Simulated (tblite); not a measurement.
# C6H14O2Si: the cost of one run

The runs use tblite 0.8.0 and PySCF 2.14.0, with density-fitted response routines of our own; the level of theory stands in each step. All values are computed, except where a source is named. Atoms count from 0, in the outputs and in this text.

**1. The starting structure**

23 atoms, charge 0, multiplicity 1; geometry from: force field or distance geometry start.

Bonds of the start (Å): C0–C1 1.53, C1–C2 1.50, C2–Si3 1.87, Si3–O4 1.71, Si3–O5 1.72, Si3–C6 1.84, C6–C7 1.52, C7–C8 1.50, C8–C6 1.49, C0–H9 1.11, C0–H10 1.11, C0–H11 1.13, C1–H12 1.14, C1–H13 1.09, C2–H14 1.10, C2–H15 1.09, O4–H16 1.01, O5–H17 0.99, C6–H18 1.11, C7–H19 1.11, C7–H20 1.10, C8–H21 1.11, C8–H22 1.14.

**2. Geometry optimisation with GFN2-xTB**

The job: settings as JSON, then the geometry in Å.

```
{"job": {"kind": "relax", "xc": "GFN2-xTB", "basis": "xTB"}, "charge": 0, "multiplicity": 1}
C      3.492000     0.396000     0.556300
C      2.295300    -0.523600     0.305700
C      1.075300     0.342700     0.281300
Si    -0.455500    -0.689600    -0.024000
O     -0.587600    -1.053800    -1.684600
O     -0.326400    -2.204100     0.789300
C     -2.025700     0.098700     0.536100
C     -3.096500     0.099300    -0.543700
C     -2.515400     1.385000    -0.026000
H      4.453000    -0.127600     0.367500
H      3.447600     0.868300     1.562700
H      3.374500     1.244800    -0.174900
H      2.233500    -1.210200     1.214500
H      2.420100    -1.164900    -0.570300
H      0.998200     0.920500     1.209600
H      1.132000     1.029100    -0.569200
H     -0.401200    -0.192400    -2.174800
H     -1.213100    -2.649200     0.817600
H     -2.332600    -0.083200     1.584300
H     -2.745600    -0.169600    -1.562600
H     -4.095600    -0.251000    -0.247900
H     -1.846600     1.995300    -0.674000
H     -3.284700     1.966800     0.583000
```

Run with:

```console
OMP_NUM_THREADS=1 python probes_run.py task.json out
```

The driver reads the jobs from task.json and runs them one after another.

**Question.** How long does this first job take on 1 thread of Arm Neoverse V1, shared host, and how much memory does it need?

About 1.5 s, with a peak of 0.18 GiB.
